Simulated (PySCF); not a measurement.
# BeS+: from the state search to spectroscopic constants

An exercise on one series of results from a longer session: the logs are not shown, and one member is left open.

The runs use PySCF 2.14.0; Be jorge-DZP-DKH, S jorge-DZP-DKH, spin-free X2C with a Gaussian nucleus.

The first run:

The job is set up so:

| Quantity | Value |
| --- | --- |
| atoms | Be, S |
| charge | 1 |
| basis | Be jorge-DZP-DKH, S jorge-DZP-DKH |
| Hamiltonian | spin-free X2C with a Gaussian nucleus |
| basis functions | 39 |
| electrons treated | 19 |
| masses in u | 9.0122, 31.9721 |
| levels | PBE0, PBE, r²SCAN, BHandHLYP, M06-L, r²SCANh, HF, MP2, SCS-MP2, CCSD, CCSD(T) |
| grid | 80 radial by 434 angular points |
| occupations | held fixed by the projection of orbital angular momentum |
| dissociation limit | Be+ + S, each in its ground configuration |
| starting distance in angstrom | 2.045 |
| values of 2S to try | 1, 3 |

Launch:

```console
$ OMP_NUM_THREADS=1 python dia.py task.json out
```

Steps of the session up to this table: Set-up; The PBE0 curve of the state that the search chose; Excited determinants; PBE; r²SCAN (meta-GGA); BHandHLYP (global hybrid GGA); M06-L (meta-GGA); r²SCANh (hybrid meta-GGA); UHF; Adding correlation.

One of the session's tables, all rows but one given; the rest of the session is left out.

Energy (eV) from each level's lowest point:

```
R (Å)    UHF  UHF-MP2  UHF-SCS-MP2  UHF-CCSD  UHF-CCSD(T)
1.594  0.968    1.058        1.058       n/a          n/a
1.669  0.431    0.492        0.493     0.498        0.517
1.743      ?        ?            ?         ?            ?
1.798  0.027    0.044        0.045     0.047        0.053
1.854  0.000    0.000        0.000     0.000        0.000
1.910  0.033    0.018        0.017     0.014        0.008
1.984  0.148    0.116        0.111     0.104        0.091
2.076  0.367    0.322        0.312     0.294        0.273
2.188  0.684    0.677        0.663     0.585        0.561
2.336  1.021    1.364        1.359       n/a          n/a
```

**Question.** Estimate the row for R (Å) = 1.743.

Worked estimate for «UHF». A straight line through the neighbours (1.669, 0.431) and (1.798, 0.027) gives 0.431 + (0.027 − 0.431) × (1.743 − 1.669) / (1.798 − 1.669) = 0.199; a parabola fitted to 4 rows on both sides gives 0.124.

**Answer.** UHF: 0.132; UHF-MP2: 0.168; UHF-SCS-MP2: 0.169; UHF-CCSD: 0.172; UHF-CCSD(T): 0.184. In «UHF» the line misses by +0.067 and the parabola by -0.008.
